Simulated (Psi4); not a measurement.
# CH6GaN (SMILES [CH3][GaH][NH2]) at TPSSh/6-31G(d) (spherical functions)

Aim: the vertical ionisation energy of CH6GaN at TPSSh/6-31G* (spherical functions), from 2 runs. 

Program for the calculation: Psi4 1.11.

2 further runs of the same task are left out: 1 that didn't finish, 1 set aside as unsound or not needed.

## (1) Starting point

CH6GaN: 9 atoms, total charge 0, spin state singlet. As SMILES, `[CH3][GaH][NH2]`. The coordinates come from a PBE0-D4/def2-TZVP relaxation.

Bond lengths: C1–Ga2 1.962 Å, Ga2–N3 1.819 Å, C1–H4 1.093 Å, C1–H5 1.093 Å, C1–H6 1.091 Å, Ga2–H7 1.566 Å, N3–H8 1.006 Å, N3–H9 1.006 Å. Some angles: C1–Ga2–N3 118.1°, C1–Ga2–H7 126.4°, N3–Ga2–H7 115.5°, Ga2–C1–H4 110.4°, Ga2–C1–H5 110.5°, Ga2–C1–H6 111.7°, Ga2–N3–H8 124.0°, Ga2–N3–H9 124.3°, H4–C1–H5 107.2°, H4–C1–H6 108.5°.

## (2) Energy and forces at TPSSh/6-31G(d) (spherical functions)

The input, job.in:

```
memory 2200 mb

molecule geom {
  0 1
  C
  Ga 1 1.962045
  N 2 1.818887 1 118.12124
  H 1 1.092758 2 110.44642 3 -120.62751
  H 1 1.092661 4 107.1663 2 120.38053
  H 1 1.091095 5 108.47193 4 -116.91136
  H 2 1.566254 3 115.52358 1 -179.99246
  H 3 1.005654 2 123.9962 7 0.02448
  H 3 1.005798 8 111.72204 2 -179.95197
  symmetry c1
  no_reorient
  no_com
}

set globals {
  basis                6-31G*
  puream               true
  e_convergence        1e-09
  d_convergence        1e-08
  scf_type             pk
  dft_radial_points    99
  dft_spherical_points 590
}

e, wfn = gradient("tpssh", return_wfn=True)
oeprop(wfn, "LOWDIN_CHARGES", "QUADRUPOLE", "DIPOLE")
```

Command:

```
$ psi4 -n 1 job.in job.out
```

job.out:

```text
[...]
  Running in c1 symmetry.
[...]
  Nuclear repulsion =  188.630645943201046
[...]
  Multiplicity = 1
[...]
  Nalpha       = 25
  Nbeta        = 25
[...]
    Number of basis functions: 72
[...]
   @RKS iter   1: -2018.88177928823666   -1.41250e+00   4.26310e-02 ADIIS/DIIS
[...]
   @RKS iter  13: -2021.03596657232765   -4.54747e-13   3.07299e-09 DIIS
[...]
    Orbital Energies [Eh]
    ---------------------
    Doubly Occupied:
       1A   -372.268585     2A    -45.736522     3A    -40.465505
       4A    -40.461433     5A    -40.460977     6A    -14.233667
       7A    -10.096268     8A     -5.434238     9A     -3.717601
      10A     -3.708295    11A     -3.707032    12A     -0.814094
      13A     -0.762854    14A     -0.758790    15A     -0.757809
      16A     -0.756967    17A     -0.744040    18A     -0.653421
      19A     -0.453153    20A     -0.425972    21A     -0.376854
      22A     -0.373558    23A     -0.308749    24A     -0.265163
      25A     -0.227792
[...]
  @RKS Final Energy: -2021.03596657232765
   => Energetics <=
    Nuclear Repulsion Energy =            188.6306459432010456
    One-Electron Energy =               -3188.4844469815734556
    Two-Electron Energy =                1059.6950936201408240
    DFT Exchange-Correlation Energy =     -80.8772591540962935
    Empirical Dispersion Energy =           0.0000000000000000
    VV10 Nonlocal Energy =                  0.0000000000000000
    Total Energy =                      -2021.0359665723276521
[...]
  -Total Gradient:
     Atom            X                  Y                   Z
    ------   -----------------  -----------------  -----------------
       1       -0.000051539920    -0.000172906509     0.001234635730
       2        0.000007797852    -0.002189803107     0.000887907821
       3       -0.000000550124    -0.002461277397     0.000742103646
       4       -0.002127273801    -0.000955582013     0.000402072867
       5        0.002164428932    -0.000989073657     0.000415549757
       6        0.000009373087     0.002247326790     0.000865078623
       7       -0.000002939194    -0.001083985471    -0.001521280905
       8       -0.000001170087     0.000099965678    -0.006572316388
       9        0.000001860443     0.005512240051     0.003561897667
[...]
 Multipole Moments:
 ------------------------------------------------------------------------------------
     Multipole            Electronic (a.u.)      Nuclear  (a.u.)        Total (a.u.)
 ------------------------------------------------------------------------------------
 L = 1.  Multiply by 2.5417464519 to convert [e a0] to [Debye]
 Dipole X            :         -0.0003440           -0.0000413           -0.0003853
 Dipole Y            :          2.5380066           -2.9517970           -0.4137904
 Dipole Z            :          3.7175811           -3.7767749           -0.0591938
 Magnitude           :                                                    0.4180031
 L = 2.  Multiply by 1.3450342976 to convert [e a0^2] to [Debye ang]
 Quadrupole XX       :        -28.2345003            5.5223771          -22.7121232
 Quadrupole XY       :         -0.0054038            0.0072699            0.0018662
[...]
```

It took 31 s on 1 thread of Intel Xeon 6975P-C (Granite Rapids), shared host; peak memory 1.3 GiB.

## (3) The doublet cation: the energy at UTPSSh/6-31G(d) (spherical functions)

The input, ch6gan.py:

```python
import psi4

psi4.set_memory('2200 MB')
psi4.set_num_threads(1)
psi4.set_output_file('output.dat', False)

mol = psi4.geometry("""
1 2
C     -0.279100     0.944700    -1.124800
Ga     0.513400    -0.531900    -0.104400
N     -0.068200    -0.807600     1.596800
H     -0.756000     0.568300    -2.033100
H      0.493400     1.652200    -1.435600
H     -1.026300     1.483500    -0.540100
H      1.617900    -1.521300    -0.608700
H      0.276500    -1.536600     2.197700
H     -0.771600    -0.251300     2.052200
symmetry c1
no_reorient
no_com
""")

options = {'reference': 'uks', 'puream': True, 'e_convergence': 1e-09, 'd_convergence': 1e-08, 'scf_type': 'pk', 'dft_radial_points': 99, 'dft_spherical_points': 590, 'maxiter': 100}
psi4.set_options(options)

e, wfn = psi4.energy('tpssh/6-31G*', return_wfn=True)
psi4.oeprop(wfn, 'MULLIKEN_CHARGES', 'LOWDIN_CHARGES', 'DIPOLE')
print('E =', round(e, 9))
```

Command:

```
$ python ch6gan.py
```

output.dat (excerpt; [...] marks lines left out):

```text
[...]
  Running in c1 symmetry.
[...]
  Nuclear repulsion =  188.630644528012226
[...]
  Multiplicity = 2
[...]
  Nalpha       = 25
  Nbeta        = 24
[...]
    Number of basis functions: 72
[...]
   @UKS iter   1: -2018.68325909907026   -1.21398e+00   4.20954e-02 ADIIS/DIIS
[...]
   @UKS iter  19: -2020.69581604301538   -9.09495e-13   2.17489e-09 DIIS
[...]
   @S^2 Observed:                7.538329544E-01
[...]
  @UKS Final Energy: -2020.69581604301538
   => Energetics <=
    Nuclear Repulsion Energy =            188.6306445280122261
    One-Electron Energy =               -3176.0248163800915790
    Two-Electron Energy =                1047.3209794135107131
    DFT Exchange-Correlation Energy =     -80.6226236044469857
    Empirical Dispersion Energy =           0.0000000000000000
    VV10 Nonlocal Energy =                  0.0000000000000000
    Total Energy =                      -2020.6958160430153839
[...]
 Multipole Moments:
 ------------------------------------------------------------------------------------
     Multipole            Electronic (a.u.)      Nuclear  (a.u.)        Total (a.u.)
 ------------------------------------------------------------------------------------
 L = 1.  Multiply by 2.5417464519 to convert [e a0] to [Debye]
 Dipole X            :        -25.7850793           25.6951730           -0.0899062
 Dipole Y            :         29.3982086          -30.3850953           -0.9868867
 Dipole Z            :          0.4069105            1.5586461            1.9655566
 Magnitude           :                                                    2.2012363
[...]
  Mulliken Charges: (a.u.)
   Center  Symbol    Alpha    Beta     Spin     Total
       1     C     3.29627  3.29667 -0.00040 -0.59295
       2    GA    15.34980 15.34930  0.00051  0.30090
       3     N     4.25990  3.19243  1.06747 -0.45234
       4     H     0.37821  0.37447  0.00374  0.24732
       5     H     0.37815  0.37445  0.00369  0.24740
       6     H     0.39395  0.39400 -0.00005  0.21205
       7     H     0.43525  0.44020 -0.00495  0.12455
       8     H     0.25301  0.28802 -0.03501  0.45897
       9     H     0.25546  0.29045 -0.03499  0.45410
   Total alpha = 25.00000, Total beta = 24.00000, Total charge =  1.00000
[...]
```

On the terminal:

```text
E = -2020.695816043
```

It took 56 s on 1 thread of Intel Xeon 6975P-C (Granite Rapids), shared host; peak memory 1.3 GiB.

## (4) Summary of results

Level: TPSSh/6-31G* (spherical functions).

```
                                          quantity           value
                      singlet CH6GaN: total energy  -2021.03597 Eh
                     singlet CH6GaN: dipole moment          1.06 D
                       singlet CH6GaN: HOMO energy        -6.20 eV
                       singlet CH6GaN: LUMO energy        -0.45 eV
                     singlet CH6GaN: HOMO–LUMO gap         5.74 eV
          singlet CH6GaN: largest force on an atom      0.338 eV/Å
                      doublet cation: total energy  -2020.69582 Eh
doublet cation: HOMO energy (highest over α and β)       -12.59 eV
 doublet cation: LUMO energy (lowest over α and β)       -12.28 eV
                              doublet cation: ⟨S²⟩           0.754
vertical ionisation energy (to the doublet cation)        9.256 eV
```

What this shows: The vertical ionisation energy comes to 9.26 eV (893 kJ/mol). The largest force (singlet CH6GaN) is 0.34 eV/Å: the shape isn't a stationary point for this species at this level. The negative HOMO energy of the first species, 6.20 eV, lies 3.06 eV below that difference.
